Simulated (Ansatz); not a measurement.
**C2H4ClGeN: harmonic frequencies at the relaxed geometry in Python**

Wanted for C2H4ClGeN: harmonic frequencies at the relaxed geometry. SMILES: [CH3][GeH]([Cl])[C]#N.

Computed with the Python package of Ansatz 0.2.0. Level of theory: Hartree-Fock/def2-SVP.

**1. The structure**

Bond lengths: C1–Ge2 1.915 Å, Ge2–Cl3 2.137 Å, Ge2–C4 1.922 Å, C4–N5 1.125 Å, C1–H6 1.185 Å, C1–H7 1.106 Å, C1–H8 1.058 Å, Ge2–H9 1.506 Å. Angles: C1–Ge2–Cl3 107.3°, C1–Ge2–C4 112.6°, C1–Ge2–H9 110.6°, Cl3–Ge2–C4 108.1°, Cl3–Ge2–H9 109.7°, C4–Ge2–H9 108.5°, Ge2–C1–H6 107.5°, Ge2–C1–H7 110.2°, Ge2–C1–H8 110.7°, H6–C1–H7 106.2°, H6–C1–H8 108.6°, H7–C1–H8 113.4°, Ge2–C4–N5 174.4°.

No structure file is read: the coordinates are typed or built in the script.

**2. Script**

Contents of freq.py:

```python
# -*- coding: utf-8 -*-
"""Vibrations and zero-point energy of C2H4ClGeN."""

import itertools
import logging
import sys

import ansatz as az
from ase.data import atomic_numbers, covalent_radii
import numpy as np

logging.basicConfig(stream=sys.stdout, format="[%(levelname)s] %(message)s")
log = logging.getLogger("run")
log.setLevel(logging.INFO)

BASIS_SET = "def2-SVP"
FUNCTIONAL = "HF"


def main():
    c2h4clgen = (
        az.Crystal.molecule()
        .atom("C", [-1.0869, -0.6788, 0.2777])
        .atom("Ge", [0.6001, -0.0998, -0.4182])
        .atom("Cl", [2.0984, -1.3897, 0.3925])
        .atom("C", [1.0278, 1.7045, 0.0864])
        .atom("N", [1.1693, 2.7806, 0.3825])
        .atom("H", [-1.9187, 0.0454, -0.1563])
        .atom("H", [-1.1112, -0.5522, 1.3763])
        .atom("H", [-1.3018, -1.6659, -0.037])
        .atom("H", [0.6116, -0.1905, -1.9211])
    )

    model = (
        c2h4clgen.calculation()
        .basis(gaussian=BASIS_SET)
        .functional(FUNCTIONAL)
    )
    symbols = [site.symbol for site in c2h4clgen.cartesian_sites]
    start = np.array([site.position_ang for site in c2h4clgen.cartesian_sites], dtype=float)
    def progress(event):
        if event["event"] == "relax_step":
            row = event["data"]
            log.info(f"step {row['step']:3d}  E = {row['lagrangian_ev']:.6f} eV  largest force component {row['allowed_force_max_ev_ang']:.4f} eV/A")


    rep = model.relax(force_tolerance=0.003, max_steps=100).session().plan().execute(on_event=progress).report
    end = np.array(rep["positions_ang"])

    # pairs closer than 1.2 times the sum of covalent radii, before or after
    radius = [covalent_radii[atomic_numbers[s]] for s in symbols]
    span = lambda where, i, j: np.linalg.norm(where[i] - where[j])
    bonded = [(i, j) for i, j in itertools.combinations(range(len(symbols)), 2) if min(span(start, i, j), span(end, i, j)) < 1.2 * (radius[i] + radius[j])]
    log.info("pair        before    after (A)")
    for i, j in bonded:
        print(f"{symbols[i]}{i}-{symbols[j]}{j}".ljust(10), f"{span(start, i, j):8.4f} {span(end, i, j):8.4f}")
    for first, second in list(itertools.combinations(bonded, 2)):
        shared = set(first) & set(second)
        if shared and symbols[(j := shared.pop())] != "H":
            i, k = sorted((set(first) | set(second)) - {j})
            u, v = end[i] - end[j], end[k] - end[j]
            angle = np.degrees(np.arccos(np.clip(u @ v / np.linalg.norm(u) / np.linalg.norm(v), -1, 1)))
            log.info(f"final angle {symbols[i]}{i}-{symbols[j]}{j}-{symbols[k]}{k}: {angle:.2f} deg")

    # same settings at the minimum
    minimum = az.Crystal.molecule()
    for symbol, place in zip(symbols, end):
        minimum = minimum.atom(symbol, place.tolist())
    vibrating = (
        minimum.calculation()
        .basis(gaussian=BASIS_SET)
        .functional(FUNCTIONAL)
        .phonons(temperatures=(298.15, 498.15, 100))
    )
    vib = vibrating.run(threads=1, backend="cpu").report["vibrations"]
    sums = vib["harmonic_sums"]
    modes = [m["omega_inv_cm"] for m in sums["modes_at_gamma"] if m["rigid_motion"] == "no"]
    for number, w in enumerate(modes, start=1):
        log.info(f"mode {number:2d} {w:9.1f} 1/cm {w / 8065.544 * 1000:8.2f} meV")
    print("imaginary modes:", sum(w < 0 for w in modes), " zero-point energy:", round(sums["zero_point_energy_ev"], 4), "eV")
    log.info("T (K)   F_vib (eV)   S_vib (meV/K)   C_vib (meV/K)")
    for row in zip(sums["temperatures_k"], sums["vibrational_free_energy_ev"], vib["entropy_ev_per_k"], vib["heat_capacity_ev_per_k"]):
        log.info(f"{row[0]:6.1f} {row[1]:11.4f} {1000 * row[2]:13.4f} {1000 * row[3]:15.4f}")


if __name__ == "__main__":
    main()
```

**3. What the engine is handed**

The package turns the script's settings into the engine's input (first run):

```yaml
crystal:
  periodic: [false, false, false]
  atoms:
    - { symbol: C, position_ang: [-1.0869, -0.6788, 0.2777] }
    - { symbol: Ge, position_ang: [0.6001, -0.0998, -0.4182] }
    - { symbol: Cl, position_ang: [2.0984, -1.3897, 0.3925] }
    - { symbol: C, position_ang: [1.0278, 1.7045, 0.0864] }
    - { symbol: "N", position_ang: [1.1693, 2.7806, 0.3825] }
    - { symbol: H, position_ang: [-1.9187, 0.0454, -0.1563] }
    - { symbol: H, position_ang: [-1.1112, -0.5522, 1.3763] }
    - { symbol: H, position_ang: [-1.3018, -1.6659, -0.037] }
    - { symbol: H, position_ang: [0.6116, -0.1905, -1.9211] }
basis:
  gaussian:
    orbitals: def2-SVP
hamiltonian:
  xc: hf
relax:
  f_tol: 0.003
  max_steps: 100
```

**4. Running it**

On the command line:

```bash
python freq.py
```

**Question.** What results will this script give? Wanted: moves of the relaxation of run 1; energy gained in run 1; last largest force component of run 1; highest frequency; imaginary modes; zero-point energy.

**Answer**, as computed:

```
                             quantity        value
                        runs compared            2
     moves of the relaxation of run 1            6
               energy gained in run 1     0.235 eV
last largest force component of run 1  0.0015 eV/Å
                    highest frequency    3304 cm⁻¹
                      imaginary modes            0
                    zero-point energy     1.576 eV
```

The dearest, run 2 (phonons), took some 4.9 times as long as run 1 (relaxation). Run 1: The relaxation took 6 moves; the largest shift is 0.109 Å, of atom 9 (H). All frequencies are real, so the geometry is a minimum. The values are harmonic; measured fundamentals also hold anharmonic shifts, mostly downward for stretches. The frequencies are harmonic and unscaled, in a modest basis.
